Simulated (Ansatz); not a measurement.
EuIn, space group P4/mmm, a check of PAW against all-electron LAPW

Computed with the Python package of Ansatz (0.2.0).

At the Python prompt:
```pycon
>>> import ansatz as az
>>> import numpy as np
>>> FUNCTIONAL = "LDA"
>>> K_SPACING = 0.2
>>> SMEARING_WIDTH = 0.05
>>> def count_gap(report):
...     # lowest empty less highest filled band, counting bands; zero where they overlap
...     return max(report.get("gap_by_band_count_ev") or 0.0, 0.0)
...
>>> vectors = np.array([
...     [3.79456, 0.0, 0.0],
...     [0.0, 3.79456, 0.0],
...     [0.0, 0.0, 4.30074],
... ])
>>> crystal = (
...     az.Lattice.of(vectors)
...     .atom("Eu", (0.0, 0.0, 0.0))
...     .atom("In", (0.5, 0.5, 0.5))
...     .moments(Eu=7)
... )
>>> crystal.resolved().tree()["lattice"]
((3.79456, 0.0, 0.0), (0.0, 3.79456, 0.0), (0.0, 0.0, 4.30074))
>>> job = (
...     crystal.calculation()
...     .functional(FUNCTIONAL)
...     .kpoints(spacing=K_SPACING)
...     .occupations(az.OccupationsMethod.FERMI_DIRAC, width=SMEARING_WIDTH)
...     .spin("collinear")
...     .stress()
...     .forces()
...     .band_table()
... )
>>> variants = {
...     "PAW": job.pseudopotentials("paw"),
...     "LAPW": job.pseudopotentials("all_electron", lapw=True),
... }
>>> # totals differ by the cores that each treatment holds, so compare what does not depend on them
>>> rows = []
>>> for label, variant in variants.items():
...     r = variant.run(threads=1).report
...     levels = np.array(r["eigenvalues_ev"][0]) - r["fermi_energy_ev"]
...     print(label, "levels at the first k-point near E_F:", np.round(levels[np.abs(levels) < 5], 3))
...     rows.append((label, r["n_electrons"], np.trace(r["stress_gpa"]) / 3, count_gap(r), r["magnetization_mub"]))
...
DeckWarning: basis.ecutwfc = 420 eV, auto-derived from the records' recommended cutoffs: set by Eu (normal level)
PAW levels at the first k-point near E_F: [-0.469 -0.402 -0.376 -0.376 -0.359 -0.359 -0.315  0.031  0.231  1.915
  3.761  3.761  3.93 ]
LAPW levels at the first k-point near E_F: [-0.472 -0.405 -0.381 -0.381 -0.363 -0.363 -0.318  0.037  0.238  1.914
  3.76   3.76   3.95   3.95 ]
>>> lines = [",".join(["treatment", "electrons in bands", "P GPa", "gap by band count eV", "moment muB"])] + [",".join(f"{v:.4f}" if isinstance(v, float) else str(v) for v in row) for row in rows]
>>> print("\n".join(lines))
treatment,electrons in bands,P GPa,gap by band count eV,moment muB
PAW,30.0000,-4.3181,0.0000,7.0662
LAPW,48.0000,-4.2417,0.0000,7.0686
>>> with open("paw_lapw.csv", "w") as handle:
...     handle.write("\n".join(lines) + "\n")
...
136
```

PAW gives -4.318 GPa and LAPW -4.242 GPa, 0.08 GPa apart. They took 21.9 and 104.3 s of processor time.

What to keep in mind:
- Open f shells: without a Hubbard U, without spin-orbit coupling; the state reached hangs on the start and needn't be the lowest.
- The computed bands are complete only to about 2.7 eV above the Fermi level.
- A gap by band count of zero or less means overlapping bands, a metal.
- This cell is a computed structure, which may not be the phase found in nature.
- Levels are Kohn-Sham eigenvalues on this mesh, without spin-orbit coupling.
- Warnings are shown shortened and without file and line.
- Pressure is positive in compression; the treatments may keep other shells as core, so totals and counts of electrons can differ.
- The whole script took 2.1 min on 1 thread of Arm Neoverse V1, on a shared host, peak memory 0.89 GiB.
